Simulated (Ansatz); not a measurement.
KLuO3, space group Pm-3m: a test of the smearing width, run with Ansatz 0.2.0, Python API.

`smear.py`
```python
"""How the energy of KLuO3 depends on the smearing."""

import csv

import ansatz as az

cell = (
    az.Lattice.cubic(4.375635)
    .space_group(221)
    .atom("K", (0.0, 0.0, 0.0))
    .atom("Lu", (0.5, 0.5, 0.5))
    .atom("O", (0.5, 0.5, 0.0))
)

job = (
    cell.calculation()
    .functional("pbesol")
    .basis(420)  # cutoff of the orbital basis
    .kpoints(6, center="gamma")
    .scf(max_iterations=70)
    .stress()  # GPa
)

rows = []
for value in [0.5, 0.3, 0.2, 0.1]:
    data = job.occupations("fermi_dirac", width=value).run(threads=1).report
    rows.append((value, data["free_energy_ev"] / len(data["lattice"]["sites"]), data["n_iterations"], sum(data["stress_gpa"][i][i] for i in range(3)) / 3, data["n_kpoints"]))

with open("smear.csv", "w", newline="") as handle:
    writer = csv.writer(handle)
    writer.writerow(["width (eV)", "F/atom (eV)", "iterations", "P (GPa)", "k-points"])
    writer.writerows([round(v, 5) if isinstance(v, float) else v for v in row] for row in rows)

# differences from the last row
for row in rows[:-1]:
    shift = 1000 * (row[1] - rows[-1][1])
    print(f"{row[0]}: {shift:+.2f} meV/atom" + ("  (within 1 meV)" if abs(shift) < 1 else ""))
```

How much does the free energy per atom change between the narrowest and the widest smearing, and why?

Going from 0.1 to 0.5 eV changes F by -336.4 meV an atom. The report's estimate for zero width moves by -100.2 meV, so the entropy term explains only part of the change. The pressure moves from -5.94 to -4.62 GPa.

The output:

```console
$ python smear.py
0.5: -336.43 meV/atom
0.3: -144.25 meV/atom
0.2: -64.06 meV/atom
```

`smear.csv`, as written:
```csv
width (eV),F/atom (eV),iterations,P (GPa),k-points
0.5,-3562.70557,9,-4.62042,20
0.3,-3562.51339,9,-5.19124,20
0.2,-3562.4332,10,-5.52944,20
0.1,-3562.36914,11,-5.93863,20
```

Reading the output:
- The mesh is modest for a metal, so energies can be off by several to tens of meV an atom and pressures by half a GPa or more; differences at equal mesh fare better.
- The smearing is wide enough that free energy and stress hold a thermal part of the electrons.
- The narrowest width needs the finest mesh, so the last row is no converged reference.
- Pressure is positive in compression.
- This cell is a computed structure, which may not be the phase found in nature.
- Timing: 18 s on 1 thread of Arm Neoverse V1 (shared host), peak memory 0.43 GiB.

(Lines on the test bed's own set-up are left out of the output.)
